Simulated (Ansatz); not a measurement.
Task: a frozen displacement of one atom of In2Bi, space group P-6m2, with the Ansatz DFT code, driven from Python. Give the script and its output. Level of theory (first run): PBEsol, PAW, cutoff 490 eV, 7×7×10 k-points, Methfessel-Paxton smearing of 0.1 eV.

```
In Bi
1.0
     5.48217    0.00000    0.00000
    -2.74108    4.74770    0.00000
     0.00000    0.00000    3.35392
In Bi
2 1
Direct
  0.00000 0.00000 0.50000
  0.33333 0.66667 0.00000
  0.66667 0.33333 0.50000
```

The script, `push_in2bi.py`:
```python
'''Frozen displacement of one atom in In2Bi.'''

import logging
import sys

import ansatz as az
import numpy as np

logging.basicConfig(stream=sys.stdout, format='%(levelname)s %(message)s')
log = logging.getLogger('calc')
log.setLevel(logging.INFO)

vectors = np.array([
    [5.48216983, 0.0, 0.0],
    [-2.74108491, 4.74769834, 0.0],
    [0.0, 0.0, 3.35392382],
])
system = (
    az.Lattice.of(vectors)
    .atom('In', [0.0, 0.0, 0.5])
    .atom('In', [1 / 3, 2 / 3, 0.0])
    .atom('Bi', [2 / 3, 1 / 3, 0.5])
)

inverse = np.linalg.inv(np.array(system.lattice.vectors))
home = np.array(system.sites[1].position)
values = np.linspace(-0.02, 0.02, 5)
energies, pulls = [], []
for shift in values:
    moved = system.move(1, to=home + shift * inverse[2])
    calc = (
        moved.calculation()
        .functional('pbesol')
        .basis(18 * az.Ha)
        .occupations('Methfessel-Paxton', width=0.1)
        .kpoints(mesh=(7, 7, 10))
        .forces()
    )
    rep = calc.run(threads=1, backend='cpu').report
    energies.append(rep['free_energy_ev'])
    pulls.append(rep['forces_ev_ang'][1][2])

# the force is minus the slope of the free energy
log.info('shift (A)   dE (eV)   force along z (eV/A)')
for shift, e, f in zip(values, energies, pulls):
    log.info(f'{shift:8.3f} {e - energies[2]:10.5f} {f:12.4f}')
log.info(f'stiffness from energies {2 * np.polyfit(values, energies, 2)[0]:.3f}, from forces {-np.polyfit(values, pulls, 1)[0]:.3f} eV/A^2')
```

Running `python push_in2bi.py` prints:
```text
INFO shift (A)   dE (eV)   force along z (eV/A)
INFO   -0.020    0.00008       0.0076
INFO   -0.010    0.00002       0.0038
INFO    0.000    0.00000       0.0000
INFO    0.010    0.00002      -0.0038
INFO    0.020    0.00008      -0.0076
INFO stiffness from energies 0.382, from forces 0.382 eV/A^2
```

Reading the output:
- In a metal a curvature from energy changes of a few meV or less hangs on mesh and smearing, in size and even in sign.
- Spin-orbit coupling, which matters for elements this heavy, is left out.
- This cell is a computed structure, which may not be the phase found in nature.
- All periodic images of the atom move with it, so the curvature is one diagonal element of the zone-centre force constants and no normal mode; a positive value doesn't exclude soft modes in which several atoms move.
- The whole script took 2.2 min on 1 thread of Arm Neoverse N1, on a shared host, peak memory 0.49 GiB.
